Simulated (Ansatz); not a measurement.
This script makes vertical spin-state energies of BrH with the Ansatz DFT code, driven from Python.

`run_spin.py`
```python
# -*- coding: utf-8 -*-
'''Vertical spin-state energies of BrH.'''

import warnings

import ansatz as az

GEOMETRY = '''
H     0.00000    0.00000    0.00000
Br    0.00000    0.00000    1.43500
'''

warnings.simplefilter('ignore', az.DeckWarning)

brh = az.Crystal.molecule()
for line in GEOMETRY.strip().splitlines():
    symbol, *xyz = line.split()
    brh = brh.atom(symbol, [float(v) for v in xyz])

setup = brh.calculation().basis(gaussian='def2-SVPD').correlation('ccsd_t')
found = {}
for unpaired in [0, 2]:
    data = setup.spin('collinear', total=unpaired).run().report
    s = unpaired / 2
    found[unpaired] = data['free_energy_ev']
    print(f'2S+1 = {unpaired + 1}: E = {found[unpaired]:.5f} eV, <S^2> = {abs(data["mean_field"]["state"]["spin_squared"]):.3f} (pure state {s * (s + 1):.2f})')
lowest = min(found, key=found.get)
for unpaired, e in found.items():
    print(f'multiplicity {unpaired + 1}: {96.485332 * (e - found[lowest]):.1f} kJ/mol above the lowest')
```

Which spin state is lowest at this geometry, and how far above lie the others?

In order: multiplicity 1 (+0.00 eV) and multiplicity 3 (+6.27 eV), all at the one geometry.

The run itself:

```console
$ python run_spin.py
2S+1 = 1: E = -70013.54636 eV, <S^2> = 0.000 (pure state 0.00)
2S+1 = 3: E = -70007.27587 eV, <S^2> = 2.012 (pure state 2.00)
multiplicity 1: 0.0 kJ/mol above the lowest
multiplicity 3: 605.0 kJ/mol above the lowest
```

Notes:
- Total energies depend on the basis set; only differences at equal settings carry meaning.
- The geometry is a force-field or estimated start, not a minimum of this method, and the basis set is short of its limit. All parts are taken at fixed geometry, without zero-point energy.
- S² is that of the Hartree-Fock reference.
- Finished in 5.2 s on 1 thread of Arm Neoverse V2 (shared host), peak memory 0.2 GiB.

(A comment or docstring line of the script was reworded after the run, the code is as it ran; lines on the test bed's own set-up are left out of the output.)
